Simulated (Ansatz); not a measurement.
**Two structures of La: comparison of enthalpies under pressure from a Python script**

One table from this session's results is given with a row withheld; the runs are named, their logs left out.

Program: the Python package of Ansatz 0.2.0. Level of theory: DFT LDA, plane waves, PAW. These are calculated values, not measurements.

## The structure

La Im-3m: It takes space group Im-3m (No. 229, cubic). The conventional cell has a = 4.210 Å, b = 4.210 Å, c = 4.210 Å, α = 90.00°, β = 90.00°, γ = 90.00°. La (site symmetry m-3m) is surrounded by 8 La at 3.65 Å.

La Pm-3m: The structure is cubic, space group Pm-3m (No. 221). Conventional cell: a = 3.450 Å, b = 3.450 Å, c = 3.450 Å, α = 90.00°, β = 90.00°, γ = 90.00°. Around La (site symmetry m-3m) lie 6 La at 3.45 Å.

The script holds or builds the structure itself.

The first run:

transition_la.py

```python
"""Enthalpies of two structures of La under pressure."""

import ansatz as az
import numpy as np

K_SPACING = 0.27
OCCUPATIONS = "cold"
SMEARING_WIDTH = 0.05


def bcc(A, a):
    return az.Crystal.bcc(A, a=a)


def sc(first, a):
    return (
        az.Lattice.cubic(a)
        .space_group(221)
        .atom(first, (0, 0, 0))
    )


def run_phase(name, crystal, pressure=0.0):
    calc = crystal.calculation()
    calc = calc.basis(34 * az.Ry).functional(az.Functional.LDA)
    calc = calc.kpoints(spacing=K_SPACING)
    calc = calc.occupations(OCCUPATIONS, width=SMEARING_WIDTH)
    calc = calc.relax(force_tolerance=0.01, cell=True, pressure=pressure)
    return calc.run()


def volume_per_atom(outcome):
    return abs(np.linalg.det(outcome.lattice.cell_ang)) / len(outcome.lattice.sites)

phases = {}
phases["bcc"] = bcc("La", 4.21)
phases["sc"] = sc("La", 3.45)

# enthalpy per atom at each pressure
pressures = [0, 15, 30, 45]
enthalpy, volume = {name: [] for name in phases}, {name: [] for name in phases}
for p in pressures:
    for name, crystal in phases.items():
        o = run_phase(name, crystal, pressure=p)
        volume[name].append(volume_per_atom(o))
        enthalpy[name].append(o.report["energy_sigma0_ev"] / len(o.lattice.sites) + p * volume[name][-1] / 160.21766)
gap = np.array(enthalpy["sc"]) - np.array(enthalpy["bcc"])
rows = [(p, va, vb, 1000 * d) for p, va, vb, d in zip(pressures, volume["bcc"], volume["sc"], gap)]
print("   P (GPa)  V bcc (A^3/atom)  V sc (A^3/atom)  H(sc) - H(bcc) (meV/atom)")
for row in rows:
    print(f"{row[0]:10d}  {row[1]:16.3f}  {row[2]:15.3f}  {row[3]:+25.1f}")
crossings = [p0 - g0 * (p1 - p0) / (g1 - g0) for p0, p1, g0, g1 in zip(pressures, pressures[1:], gap, gap[1:]) if g0 * g1 < 0]
print("crossing near", [round(float(p), 1) for p in crossings], "GPa") if crossings else print("no crossing in this range")
```

The run is started by

```console
python transition_la.py
```

One table of the session follows, with a row left open; its other results are not shown here.

Enthalpy H = E + pV of the second structure less the first:

| pressure (GPa) | ΔH (meV/atom) |
| --- | --- |
| 0 | 322.7 |
| 15 | 287.2 |
| 30 | ? |
| 45 | 406.5 |

Estimate the missing values for pressure (GPa) = 30.

Worked estimate for «ΔH (meV/atom)». A straight line through the neighbours (15, 287.2) and (45, 406.5) gives 287.2 + (406.5 − 287.2) × (30 − 15) / (45 − 15) = 346.9; a parabola fitted to 3 rows on both sides gives 315.1.

**Answer.** ΔH (meV/atom): 330.4. In «ΔH (meV/atom)» the line misses by +16.5 and the parabola by -15.3.

Caveats from the session: Reading the output:
- At a fixed pressure a relaxation lowers the enthalpy F + PV, while F alone can rise.
- For the metals among these cells the mesh is coarse, so their volumes and pressures are rough.
- Only these two structures are compared, at zero temperature and with their symmetry kept; either may be hypothetical, and another phase may be lower than both.
